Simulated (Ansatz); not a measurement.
# B3PbO−: energies up the ladder

Aim: energies up the ladder, for B3PbO−, with the cost of each level. Charge -1.

Program: Ansatz 0.2.0. Level of theory: the levels named in each step. These are calculated values, not measurements.

**1. Starting point**

Bond lengths: O1–B2 1.261 Å, B2–B3 1.738 Å, B3–B4 1.592 Å, B3–Pb5 2.471 Å, B4–Pb5 2.538 Å. Angles: O1–B2–B3 131.5°, B2–B3–B4 141.9°, B2–B3–Pb5 144.4°, B4–B3–Pb5 73.8°, B3–B4–Pb5 69.2°, B3–Pb5–B4 37.0°.

Coordinates:

```xyz
5

O     4.0174   -0.5853   -0.0279
B     3.0969   -1.2871   -0.5276
B     1.3693   -1.2165   -0.3488
B     0.0700   -2.1364   -0.3628
Pb   -0.5469    0.2873    0.0668
```

**2. A rough first relaxation, PBE-D4/def2-SVPD**

input.yaml

```yaml
crystal:
  periodic: [false, false, false]
  atoms:
    - { symbol: O, position_ang: [4.01736, -0.58534, -0.02789] }
    - { symbol: B, position_ang: [3.09694, -1.28712, -0.52758] }
    - { symbol: B, position_ang: [1.36926, -1.21654, -0.34885] }
    - { symbol: B, position_ang: [0.07004, -2.13639, -0.36284] }
    - { symbol: Pb, position_ang: [-0.5469, 0.2873, 0.06682] }
total_charge: -1
basis:
  gaussian: { orbitals: def2-SVPD }
hamiltonian:
  xc: pbe
  dispersion: d4
relax:
  f_tol: 0.03
  max_steps: 200
```

Launch:

```bash
$ ansatz run input.yaml --threads 4 --pin off --max-ram 10240MiB --backend cpu --events-out ev --progress --plain --runs-dir out
```

After this run come: Relaxation, PBE0-D4/def2-TZVPPD; Frequencies, PBE0-D4/def2-TZVPPD; Single point, PBE-D4/def2-TZVPPD; Single point, r2SCAN-D4/def2-TZVPPD; Single point, B3LYP-D4/def2-TZVPPD; Single point, wB97M-V/def2-TZVPPD; Single point, B2PLYP/def2-TZVPPD; Single point, LDA/def2-TZVPPD; Single point, PBE0-D4/def2-SVPD; Single point, PBE-D4/def2-SVPD.

Q: Predict the outcome of this session. Wanted: O1–B2 at PBE0-D4/def2-TZVPPD; B2–B3 at PBE0-D4/def2-TZVPPD; B3–B4 at PBE0-D4/def2-TZVPPD; frequencies at PBE0-D4/def2-TZVPPD; energy at PBE-D4/def2-SVPD.

The runs gave:

| quantity | value |
| --- | --- |
| O1–B2 at PBE0-D4/def2-TZVPPD | 1.221 Å |
| B2–B3 at PBE0-D4/def2-TZVPPD | 1.620 Å |
| B3–B4 at PBE0-D4/def2-TZVPPD | 1.511 Å |
| frequencies at PBE0-D4/def2-TZVPPD | 68 to 1925 cm⁻¹ |
| energy at PBE-D4/def2-SVPD | -9317.979 eV |

**Reading.** No mode is imaginary, so the geometry is a minimum. These totals serve in differences with atoms or fragments at the same level; alone they don't rank the methods. Heavy atoms carry effective core potentials in def2 sets, and spin-orbit coupling is left out.
